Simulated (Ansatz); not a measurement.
# SiB6: the cost of one run

Program: Ansatz 0.2.0. Level of theory: DFT PBE, scalar-relativistic, plane waves, PAW. These are calculated values, not measurements.

1 further run of the same task is left out (it didn't finish).

### Step 1. The system as given

Symmetry: Pm-3m, No. 221, cubic system. The conventional cell has a = 4.130 Å, b = 4.130 Å, c = 4.130 Å, α = 90.00°, β = 90.00°, γ = 90.00°. Si (site symmetry m-3m) has 24 B at 3.05 Å as nearest neighbours. B (site symmetry 4mm) has 5 B at 1.69 to 1.73 Å as nearest neighbours.

As a file:

```
Si B
1.0
     4.13000    0.00000    0.00000
     0.00000    4.13000    0.00000
     0.00000    0.00000    4.13000
Si B
1 6
Direct
  0.00000 0.00000 0.00000
  0.21000 0.50000 0.50000
  0.50000 0.21000 0.50000
  0.79000 0.50000 0.50000
  0.50000 0.79000 0.50000
  0.50000 0.50000 0.21000
  0.50000 0.50000 0.79000
```

Source of the structure: the Crystallography Open Database.

(A quick probe on a coarse mesh, which set the mesh and smearing, is not shown.)

### Step 3. Rough relaxation on the coarse mesh

input.yaml reads:

```yaml
crystal:
  lattice:
    - [4.13, 0.0, 0.0]
    - [0.0, 4.13, 0.0]
    - [0.0, 0.0, 4.13]
  atoms:
    - { symbol: Si, position: [0.0, 0.0, 0.0] }
    - { symbol: B, position: [0.21, 0.5, 0.5] }
    - { symbol: B, position: [0.5, 0.21, 0.5] }
    - { symbol: B, position: [0.79, 0.5, 0.5] }
    - { symbol: B, position: [0.5, 0.79, 0.5] }
    - { symbol: B, position: [0.5, 0.5, 0.21] }
    - { symbol: B, position: [0.5, 0.5, 0.79] }
basis:
  ecutwfc: 420
kpoints:
  mp_grid: { grid: [6, 6, 6] }
hamiltonian:
  xc: pbe
scf:
  occupations: { method: gaussian, width: 0.1 }
output:
  forces: true
  stress: true
  eigenvalues: true
relax:
  adjacent_minimum: "off"
  f_tol: 0.05
  max_steps: 80
  cell: { stress_tol: 0.5 }
```

Run with:

```bash
ansatz run input.yaml --threads 2 --pin off --max-ram 5120MiB --backend cpu --events-out ev --progress --plain --runs-dir out
```

Q: Estimate wall time and peak memory on 2 threads of INTEL XEON PLATINUM 8581C at 2.10GHz (Emerald Rapids), shared host.

About 3.3 s, with a peak of 0.41 GiB.
